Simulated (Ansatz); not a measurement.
# La2Fe2S2O3: the cost of one run

Program: Ansatz 0.2.0. Level of theory: DFT PBE+U (U_eff = 4 eV on Fe 3d), scalar-relativistic, plane waves, PAW. These are calculated values, not measurements.

## (1) The structure to begin with

It takes space group Imm2 (No. 44, orthorhombic). Conventional cell: a = 4.087 Å, b = 18.141 Å, c = 4.082 Å, α = 90.00°, β = 90.00°, γ = 90.00°. La (site symmetry m) has 4 O at 2.38 Å as nearest neighbours. Around Fe (site symmetry mm2) lie 2 O at 2.04 Å and 4 S at 2.66 to 2.67 Å. Fe (site symmetry mm2) is surrounded by 2 O at 2.02 to 2.06 Å and 4 S at 2.67 Å. Around S (site symmetry m) lie 4 Fe at 2.66 to 2.67 Å. Around O (site symmetry m) lie 4 La at 2.38 Å. Only part of the 9 independent sites is listed.

Coordinates:

```
CELL_PARAMETERS angstrom
2.04110 2.04327 -9.07076
2.04110 -2.04327 -9.07076
-8.16426 0.00000 0.00003
ATOMIC_POSITIONS crystal
La 0.81760 0.81760 0.90908
La 0.18240 0.18240 0.59148
Fe 0.50000 0.50000 0.00121
Fe 0.00000 0.00000 0.74664
S 0.59444 0.59444 0.79811
S 0.40557 0.40557 0.70367
O 0.25003 0.25003 0.87534
O 0.74996 0.74996 0.62531
O 0.00000 0.00000 0.99917
La 0.81760 0.81760 0.40908
La 0.18240 0.18240 0.09148
Fe 0.50000 0.50000 0.50121
Fe 0.00000 0.00000 0.24664
S 0.59444 0.59444 0.29811
S 0.40557 0.40557 0.20367
O 0.25003 0.25003 0.37534
O 0.74996 0.74996 0.12531
O 0.00000 0.00000 0.49917
```

This cell comes from an earlier session at PBE+U (U_eff = 4 eV on Fe 3d): 16.813 Å³/atom at 0.00 GPa, on a 4×4×2 mesh. The large moments point both ways and cancel.

## (2) Field gradients and densities at the nuclei

File input.yaml:

```yaml
crystal:
  lattice:
    - [2.0411002893, 2.0432677749, -9.0707551163]
    - [2.0411002893, -2.0432677749, -9.0707551163]
    - [-8.1642608422, 0.0, 3.17474e-05]
  atoms:
    - { symbol: La, position: [-0.1824037568, -0.1824037568, -0.0909225741] }
    - { symbol: La, position: [-0.8176007994, -0.8176007994, -0.4085241395] }
    - { symbol: Fe, position: [0.5000008177, -0.4999991823, 0.0012081234], spin: 3.64 }
    - { symbol: Fe, position: [1.3959e-06, 1.3959e-06, -0.2533611595], spin: 3.6 }
    - { symbol: S, position: [-0.4055648128, -0.4055648128, -0.2018858625] }
    - { symbol: S, position: [-0.5944310594, -0.5944310594, -0.2963261114] }
    - { symbol: O, position: [0.2500318652, -0.7499681348, -0.1246617235] }
    - { symbol: O, position: [-0.2500359193, -0.2500359193, -0.3746924672] }
    - { symbol: O, position: [2.2635e-06, 2.2635e-06, -0.0008340972] }
    - { symbol: La, position: [-0.1824037535, -0.1824037535, 0.4090774172] }
    - { symbol: La, position: [-0.8176008014, -0.8176008014, 0.0914758665] }
    - { symbol: Fe, position: [0.5000008221, -0.4999991779, 0.5012081228], spin: -3.64 }
    - { symbol: Fe, position: [1.3963e-06, 1.3963e-06, 0.2466388526], spin: -3.6 }
    - { symbol: S, position: [-0.405564813, -0.405564813, 0.2981141413] }
    - { symbol: S, position: [-0.594431059, -0.594431059, 0.2036738962] }
    - { symbol: O, position: [0.2500318671, -0.7499681329, 0.3753382788] }
    - { symbol: O, position: [-0.2500359206, -0.2500359206, 0.1253075338] }
    - { symbol: O, position: [2.2674e-06, 2.2674e-06, 0.4991659024] }
basis:
  ecutwfc: 420
  ecutrho_ratio: 4
kpoints:
  mp_grid: { grid: [4, 4, 2] }
hamiltonian:
  xc: pbe
  hubbard: { sites: [{ species: Fe, l: d, u_eff: 4.0 }] }
  pseudopotentials: { kind: paw, frozen_core: stored }
scf:
  occupations: { method: gaussian, width: 0.05 }
  lower_state_search: "off"
output:
  forces: true
  stress: true
  eigenvalues: true
  populations: true
  hubbard: { sites: [{ species: La, l: f }, { species: Fe, l: d }] }
  efg:
    contact_densities: true
    quadrupole_moments_barn: { Fe: 0.16, S: -0.0694, O: -0.02558, La: 0.206 }
magnetization:
  spin_polarized: true
checkpoint:
  read: start.run
  write: ck
  compress: false
  write_wavefunctions: false
  write_every: 100000
```

start.run is the folder with the converged state of an earlier run on this cell.

Started as:

```bash
$ ansatz run input.yaml --threads 4 --pin off --max-ram 10240MiB --backend cpu --events-out ev --progress --plain --runs-dir out
```

**Question.** How long does this run take on 4 threads of AMD EPYC (Zen 3), shared host, and how much memory does it need?

About 49 s, with a peak of 1.7 GiB.
